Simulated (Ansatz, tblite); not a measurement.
# (FInO)3 ring (In3O3F3): one state, many levels

An exercise on one series of results from a longer session: the logs are not shown, and one member is left open.

Program: Ansatz 0.2.0, Gaussian basis. Level of theory: as each input shows. These are calculated values, not measurements.

The runs, in order: GFN1-xTB, GFN2-xTB, PBE-D4/def2-TZVP, r2SCAN-D4/def2-TZVP, HSE06-D4/def2-TZVP, B3LYP-D4/def2-TZVP, ωB97M-V/def2-TZVP, PBE-D4/def2-SVP, PBE0-D4/def2-SVP, CCSD(T)/def2-SVP, MP2/def2-TZVP, RPA/def2-TZVP.

3 further runs of the same task are left out: 3 set aside as unsound or not needed.

### The relaxed structure

The geometry is that of the singlet, from an earlier relaxation (r2SCAN-D4/def2-SVP).

9 atoms, charge 0, spin multiplicity 1.

Bond lengths: In1–F2 1.945 Å, In1–O3 1.999 Å, In1–O9 1.999 Å, O3–In4 1.999 Å, In4–F5 1.945 Å, In4–O6 1.999 Å, O6–In7 1.999 Å, In7–F8 1.945 Å, In7–O9 1.999 Å. Angles: F2–In1–O3 120.1°, F2–In1–O9 120.2°, O3–In1–O9 119.7°, In1–O3–In4 120.3°, O3–In4–F5 120.1°, O3–In4–O6 119.7°, F5–In4–O6 120.2°, In4–O6–In7 120.3°, O6–In7–F8 120.2°, O6–In7–O9 119.7°, F8–In7–O9 120.2°, In1–O9–In7 120.3°.

In takes a core potential in the def2 sets. No spin-orbit coupling is included.

PBE0-D4/def2-TZVP was run before; its log isn't repeated, and its numbers join the tables.

The first run:

Tight binding, by tblite at 300 K electronic temperature and without a spin-polarisation term:

```python
tblite.interface.Calculator('GFN1-xTB', numbers, positions, charge=0, uhf=0).singlepoint()
```

Tight binding, by tblite at 300 K electronic temperature and without a spin-polarisation term:

```python
tblite.interface.Calculator('GFN2-xTB', numbers, positions, charge=0, uhf=0).singlepoint()
```

start.molden holds the orbitals of an earlier run on this state, given as this run's starting guess.

in.yaml reads:

```yaml
crystal:
  periodic: [false, false, false]
  atoms:
    - {symbol: In, position_ang: [0.587196, -0.725001, 1.770952]}
    - {symbol: F, position_ang: [1.157633, -1.420034, 3.495701]}
    - {symbol: O, position_ang: [-1.357582, -0.468153, 1.386669]}
    - {symbol: In, position_ang: [-1.947828, 0.267330, -0.375838]}
    - {symbol: F, position_ang: [-3.839879, 0.538658, -0.735966]}
    - {symbol: O, position_ang: [-0.585117, 0.726008, -1.764471]}
    - {symbol: In, position_ang: [1.360996, 0.455535, -1.396497]}
    - {symbol: F, position_ang: [2.682314, 0.888963, -2.756429]}
    - {symbol: O, position_ang: [1.942267, -0.263296, 0.375878]}
basis:
  gaussian: {orbitals: def2-TZVP, initial_orbitals: start.molden}
hamiltonian: {xc: pbe, dispersion: d4}
scf: {omitted_lower_state_checks: [starts]}
output: {orbitals: {seedname: orbitals}}
```

Started as:

```console
$ ansatz run in.yaml --threads 2 --pin off --events-out ev --progress --plain --max-ram 20480MiB --backend cuda --devices 0, --max-vram 18GiB
```

Among the steps run: PBE-D4/def2-TZVP; r2SCAN-D4/def2-TZVP; HSE06-D4/def2-TZVP; B3LYP-D4/def2-TZVP; ωB97M-V/def2-TZVP; PBE-D4/def2-SVP; PBE0-D4/def2-SVP; CCSD(T)/def2-SVP; MP2/def2-TZVP; RPA/def2-TZVP.

One table of the session follows, with a row left open; its other results are not shown here.

```
             method  binding an atom (eV)
        HF/def2-SVP                 1.785
       HF/def2-TZVP                 1.857
    PBE-D4/def2-SVP                 3.451
   PBE-D4/def2-TZVP                 3.498
r2SCAN-D4/def2-TZVP                 3.387
 B3LYP-D4/def2-TZVP                 3.235
   PBE0-D4/def2-SVP                 3.178
  PBE0-D4/def2-TZVP                     ?
 HSE06-D4/def2-TZVP                 3.254
  ωB97M-V/def2-TZVP                 3.336
      RPA/def2-TZVP                 2.981
       MP2/def2-SVP                 3.363
      MP2/def2-TZVP                 3.514
      CCSD/def2-SVP                 2.969
   CCSD(T)/def2-SVP                 3.056
```

Q: Estimate the row for PBE0-D4/def2-TZVP from the others.

As computed: binding an atom (eV): 3.251. In the column «binding an atom (eV)» it lies between B3LYP-D4/def2-TZVP (3.235) and HSE06-D4/def2-TZVP (3.254).

Some runs used a GPU and others CPU threads alone, so the times don't compare the methods' cost.

To keep in mind: Free atoms were run apart at each level; binding is atoms less cluster, divided by the number of atoms, without zero-point or spin-orbit terms. The yardstick is in a double-zeta basis, so levels in larger sets aren't compared like for like.
